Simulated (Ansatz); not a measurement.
**CH3AsLi radical (SMILES [Li][CH][AsH2]): one structure at several levels**

The task here is to estimate one member of a computed series from the others.

The runs use Ansatz 0.2.0, Gaussian basis; single points in def2-TZVPP.

Correlated methods freeze the cores. Filled d shells of the heavier atoms are correlated. The outer core shell of Li, Na, Mg and K is correlated. Orbitals are unrestricted.

### The system as given

6 atoms, charge 0, spin multiplicity 2.

Atoms are counted from 1 here; the program's logs count them from 0.

Bond lengths: Li1–C2 1.956 Å, C2–As3 2.012 Å, C2–H4 1.140 Å, As3–H5 1.549 Å, As3–H6 1.581 Å. Angles: Li1–C2–As3 117.0°, Li1–C2–H4 136.2°, As3–C2–H4 106.1°, C2–As3–H5 100.6°, C2–As3–H6 98.4°, H5–As3–H6 90.2°.

Coordinates:

```xyz
6
CH3AsLi
Li   -1.6893   -1.3762    0.7761
C     0.0233   -0.9861   -0.0857
As    0.8244    0.8273    0.2552
H     0.8147   -1.5805   -0.6511
H     0.5241    1.5290   -1.0922
H    -0.4404    1.5194    0.9048
```

Set-up of the first run:

The input, run/in.yaml:

```yaml
crystal:
  periodic: [false, false, false]
  atoms:
    - {symbol: Li, position_ang: [-1.689300, -1.376200, 0.776100]}
    - {symbol: C, position_ang: [0.023300, -0.986100, -0.085700]}
    - {symbol: As, position_ang: [0.824400, 0.827300, 0.255200]}
    - {symbol: H, position_ang: [0.814700, -1.580500, -0.651100]}
    - {symbol: H, position_ang: [0.524100, 1.529000, -1.092200]}
    - {symbol: H, position_ang: [-0.440400, 1.519400, 0.904800]}
basis:
  gaussian: {orbitals: def2-TZVPP}
magnetization: {spin_polarized: true, initial_magnetization: 1}
correlation: {method: ccsd_t}
scf: {omitted_lower_state_checks: [cluster_reference]}
output: {forces: true}
```

The command line of these runs was not kept.

Among the steps run: CCSD(T)/def2-TZVPP; PBE0-D4/def2-TZVPP; wB97M-V/def2-TZVPP; r2SCAN-D4/def2-TZVPP; PBE-D4/def2-TZVPP; SPW92/def2-TZVPP; B97M-V/def2-TZVPP.

One table of the session follows, with a row left open; its other results are not shown here.

| method | RMS force component (eV/Å) | angle to CCSD(T) forces (°) | dipole (D) |
| --- | --- | --- | --- |
| CCSD(T) | 0.482 | reference | 6.47 |
| PBE0-D4 | 0.484 | 8.5 | 6.35 |
| wB97M-V | ? | ? | ? |
| r2SCAN-D4 | 0.460 | 6.4 | 6.45 |
| PBE-D4 | 0.367 | 20.0 | 6.08 |
| SPW92 | 0.470 | 27.8 | 6.02 |
| B97M-V | 0.498 | 11.5 | 6.31 |

Estimate the missing values for wB97M-V.

The run gave: RMS force component (eV/Å): 0.529; angle to CCSD(T) forces (°): 4.6; dipole (D): 6.25. In the column «RMS force component (eV/Å)» it is the highest.
